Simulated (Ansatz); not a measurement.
I need a ladder of methods at one geometry of CH8AsB, SMILES [BH3-][AsH2+]C. Use Ansatz 0.2.0, Python API. Level of theory (for the species named): revPBE, def2-SVP basis, multiplicity 1. The script varies functional: revpbe, lda, r2scan, b3lyp, pbe0, hse06.

```yaml
atoms:
  - { symbol: B, position_ang: [1.4234, 0.4117, -0.5381] }
  - { symbol: As, position_ang: [-0.0133, -0.9840, -0.1018] }
  - { symbol: C, position_ang: [-1.3644, 0.2712, 0.5884] }
  - { symbol: H, position_ang: [1.7294, 0.9915, 0.4563] }
  - { symbol: H, position_ang: [0.9956, 1.1867, -1.3350] }
  - { symbol: H, position_ang: [2.3807, -0.1340, -0.9897] }
  - { symbol: H, position_ang: [0.3890, -1.7727, 1.1868] }
  - { symbol: H, position_ang: [-0.6799, -1.4883, -1.4230] }
  - { symbol: H, position_ang: [-2.2673, -0.2946, 0.8966] }
  - { symbol: H, position_ang: [-0.9548, 0.8153, 1.4643] }
  - { symbol: H, position_ang: [-1.6384, 0.9972, -0.2047] }
```

`methods_ch8asb.py`:
```python
"""CH8AsB at several levels of theory."""

from pathlib import Path

import ansatz as az
from ase import Atoms
import numpy as np


def main() -> None:
    atoms = Atoms(["B", "As", "C", "H", "H", "H", "H", "H", "H", "H", "H"], positions=[
        (1.4234, 0.4117, -0.5381),
        (-0.0133, -0.984, -0.1018),
        (-1.3644, 0.2712, 0.5884),
        (1.7294, 0.9915, 0.4563),
        (0.9956, 1.1867, -1.335),
        (2.3807, -0.134, -0.9897),
        (0.389, -1.7727, 1.1868),
        (-0.6799, -1.4883, -1.423),
        (-2.2673, -0.2946, 0.8966),
        (-0.9548, 0.8153, 1.4643),
        (-1.6384, 0.9972, -0.2047),
    ])
    system = az.Crystal.molecule_from_ase(atoms)

    base = system.calculation().basis(gaussian="def2-SVP")

    print("functional    E (Ha)        dipole (D)   HOMO (eV)  LUMO (eV)")
    for name in ["revpbe", "lda", "r2scan", "b3lyp", "pbe0", "hse06"]:
        summary = base.functional(name).forces().orbitals().run(threads=1, backend="cpu", runs_dir="runs").report
        lines = Path(summary["orbitals_path"]).read_text().splitlines()
        field_of = lambda key: [line.split("=")[1].strip() for line in lines if line.startswith(key)]
        orbitals = [(27.211386 * float(e), s, float(n)) for e, s, n in zip(field_of("Ene="), field_of("Spin="), field_of("Occup="))]
        homo = max(e for e, _, n in orbitals if n > 0.5)
        lumo = min(e for e, _, n in orbitals if n < 0.5)
        dipole = 4.803205 * np.linalg.norm(summary["charge_distribution"]["dipole_moment_e_ang"])
        print(f"{name:10s} {summary['free_energy_ev'] / 27.211386246:14.6f} {dipole:9.3f} {homo:11.3f} {lumo:10.3f}")


if __name__ == "__main__":
    main()
```

Output of `python methods_ch8asb.py`:
```text
functional    E (Ha)        dipole (D)   HOMO (eV)  LUMO (eV)
revpbe       -2303.056456     5.098      -6.188     -2.313
lda          -2299.234665     5.074      -6.247     -2.468
r2scan       -2303.200898     5.191      -6.536     -2.173
b3lyp        -2303.304819     5.215      -7.316     -1.728
pbe0         -2302.891605     5.265      -7.542     -1.454
hse06        -2302.888107     5.256      -7.139     -1.835
```

Notes:
- Total energies depend on the basis set; only differences at equal settings carry meaning.
- The geometry is a force-field or estimated start, not a minimum of this method, and the basis set is short of its limit. A lower total doesn't mark the better method: functionals have no common bound, and MP2 and coupled cluster aren't variational.
- b3lyp holds the VWN-RPA fit, as in Gaussian; the form of ORCA and Turbomole is b3lyp5.
- Levels such as HOMO and LUMO are orbital energies: with these approximate functionals they aren't the ionisation energy and electron affinity, and their gap isn't the fundamental gap.
- hse06 follows the composition of plane-wave codes, whose totals differ by tens of mHa, up to about 0.1 Ha, from the form usual in Gaussian-basis programs (wpbeh).
- Hardware and time: 25 s on 1 thread of Arm Neoverse V1, with other jobs on the host, peak memory 0.28 GiB.
